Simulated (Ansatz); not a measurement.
# TaN: the cost of one run

Computed with Ansatz 0.2.0 (DFT PBE, scalar-relativistic, plane waves, PAW, unless a step's input says otherwise).

4 further runs of the same task are left out: 4 set aside as unsound or not needed.

## 1. The structure to begin with

Symmetry: Fm-3m, No. 225, cubic system. Conventional cell: a = 5.098 Å, b = 5.098 Å, c = 5.098 Å, α = 90.00°, β = 90.00°, γ = 90.00°. Hf (site symmetry m-3m) has 8 O at 2.21 Å as nearest neighbours. O (site symmetry -43m) is surrounded by 4 Hf at 2.21 Å.

Coordinates:

```
Hf O
1.0
     0.00000    2.54881    2.54881
     2.54881    0.00000    2.54881
     2.54881    2.54881    0.00000
Hf O
1 2
Cartesian
  0.0000 0.0000 0.0000
  1.2744 1.2744 1.2744
  3.8232 3.8232 3.8232
```

It is the result of an earlier relaxation at this level (volume 11.04 Å³/atom; gap on the mesh: 3.75 eV).

## 2. The film's bulk: TaN

Relaxed beforehand at this level: -5158.9572 eV/atom, gap on the mesh none (metal).

```xyz
2
Lattice="0.0000 2.2086 2.2086 2.2086 0.0000 2.2086 2.2086 2.2086 0.0000" Properties=species:S:1:pos:R:3 pbc="T T T"
Ta    2.2086    2.2086    2.2086
N     0.0000    0.0000    0.0000
```

The bulk reference of HfO2, the base, comes from a run made before at the same settings: -5620.4700 eV/atom.

## 3. TaN strained to the base's plane

The (111) plane of TaN is fitted to the (111) plane of HfO2, a strain of -0.1 % along x and -0.1 % along y; the third vector and the atoms relax.

File input.yaml:

```yaml
crystal:
  lattice:
    - [6.2432735681, 0.0, 0.0]
    - [-3.121636784, 5.4068335127, 0.0]
    - [-1.560818392, 0.9011389188, 2.5521201401]
  atoms:
    - { symbol: Ta, position: [0.25, 0.25, 0.5] }
    - { symbol: Ta, position: [0.75, 0.25, 0.5] }
    - { symbol: Ta, position: [0.25, 0.75, 0.5] }
    - { symbol: Ta, position: [0.75, 0.75, 0.5] }
    - { symbol: "N", position: [0.0, 0.5, 0.0] }
    - { symbol: "N", position: [0.5, 0.5, 0.0] }
    - { symbol: "N", position: [0.0, 0.0, 0.0] }
    - { symbol: "N", position: [0.5, 0.0, 0.0] }
basis:
  ecutwfc: 420
kpoints:
  mp_grid: { grid: [6, 6, 13] }
hamiltonian:
  xc: pbe
scf:
  occupations: { method: gaussian, width: 0.1 }
output:
  forces: true
  stress: true
  eigenvalues: true
relax:
  adjacent_minimum: "off"
  f_tol: 0.01
  max_steps: 50
  cell: { fix: [a, b, gamma], stress_tol: 0.1 }
```

Started as:

```bash
> ansatz run input.yaml --threads 4 --pin off --max-ram 10240MiB --backend cpu --events-out ev --progress --plain --runs-dir out
```

**Question.** How long does this run take on 4 threads of AMD EPYC 7R43 (Zen 3), shared host, and how much memory does it need?

About 49 s, with a peak of 0.72 GiB.
